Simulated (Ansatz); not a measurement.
# CH₅GaOSi: up Jacob's ladder to CCSD(T)

One table from this session's results is given with a row withheld; the runs are named, their logs left out.

Computed with Ansatz 0.2.0, Gaussian basis. Level: functionals in def2-TZVPP, the program's frozen cores in correlated methods.

Levels to be run: PBE-D4, r2SCAN-D4, PBE0-D4, B3LYP-D4, ωB97X-V, ωB97M-V, B2PLYP; CCSD(T)/def2-TZVPP; MP2/def2-QZVPP; extrapolation to the limit.

### The relaxed structure

An earlier PBE0-D4 in a triple-zeta def2 set relaxation fixed the geometry.

9 atoms, charge 0, spin multiplicity 1.

Atoms are counted from 1 here; the program's logs count them from 0.

Bond lengths: O1–Si2 1.655 Å, O1–H5 0.958 Å, Si2–C3 1.835 Å, Si2–H6 1.495 Å, Si2–H9 1.495 Å, C3–Ga4 2.050 Å, C3–H7 1.099 Å, C3–H8 1.099 Å. Angles: Si2–O1–H5 117.0°, O1–Si2–C3 110.7°, O1–Si2–H6 109.6°, O1–Si2–H9 109.6°, C3–Si2–H6 110.2°, C3–Si2–H9 110.2°, H6–Si2–H9 106.5°, Si2–C3–Ga4 118.2°, Si2–C3–H7 109.7°, Si2–C3–H8 109.7°, Ga4–C3–H7 105.5°, Ga4–C3–H8 105.6°, H7–C3–H8 107.5°.

The first run:

in.yaml reads:

```yaml
crystal:
  periodic: [false, false, false]
  atoms:
    - {symbol: O, position_ang: [-0.159624, 0.504448, -1.822155]}
    - {symbol: Si, position_ang: [-0.305846, 0.553677, -0.174349]}
    - {symbol: C, position_ang: [0.500987, -0.905338, 0.591615]}
    - {symbol: Ga, position_ang: [0.441334, -1.084520, 2.632975]}
    - {symbol: H, position_ang: [-0.555170, 1.224154, -2.316380]}
    - {symbol: H, position_ang: [0.306890, 1.814168, 0.346580]}
    - {symbol: H, position_ang: [0.046383, -1.827299, 0.202297]}
    - {symbol: H, position_ang: [1.566780, -0.923659, 0.323678]}
    - {symbol: H, position_ang: [-1.753235, 0.598068, 0.198640]}
basis:
  gaussian: {orbitals: def2-TZVPP}
hamiltonian: {xc: pbe, dispersion: d4}
output: {forces: true, orbitals: {seedname: orbitals}}
```

On the command line:

```console
ansatz run in.yaml --threads 4 --pin off --events-out ev --progress --plain --max-ram 10444MiB
```

Among the steps run: PBE-D4 (GGA); r2SCAN-D4 (meta-GGA); PBE0-D4 (hybrid); B3LYP-D4 (hybrid); ωB97X-V (range-separated); ωB97M-V (range-separated); B2PLYP (double hybrid); CCSD(T) in def2-TZVPP; MP2 in def2-QZVPP.

One of the session's tables, all rows but one given; the rest of the session is left out.

| method | atomisation energy (eV) |
| --- | --- |
| PBE-D4 | 31.727 |
| r2SCAN-D4 | 31.537 |
| PBE0-D4 | 31.292 |
| B3LYP-D4 | ? |
| ωB97X-V | 31.617 |
| ωB97M-V | 31.584 |
| B2PLYP | 31.131 |
| HF/def2-TZVPP | 23.059 |
| MP2/def2-TZVPP | 31.251 |
| CCSD/def2-TZVPP | 30.421 |
| CCSD(T)/def2-TZVPP | 30.845 |
| MP2/CBS | 32.119 |
| CCSD(T)/CBS | 31.713 |

**Question.** Estimate the row for B3LYP-D4.

**Answer.** atomisation energy (eV): 31.426. In the column «atomisation energy (eV)» it lies between PBE0-D4 (31.292) and r2SCAN-D4 (31.537).

Limits of these values: Free atoms (1 O, 1 Si, 1 C, 1 Ga, 5 H) were run apart at each level; the atomisation energy is their sum less the molecule, without zero-point or spin-orbit terms.
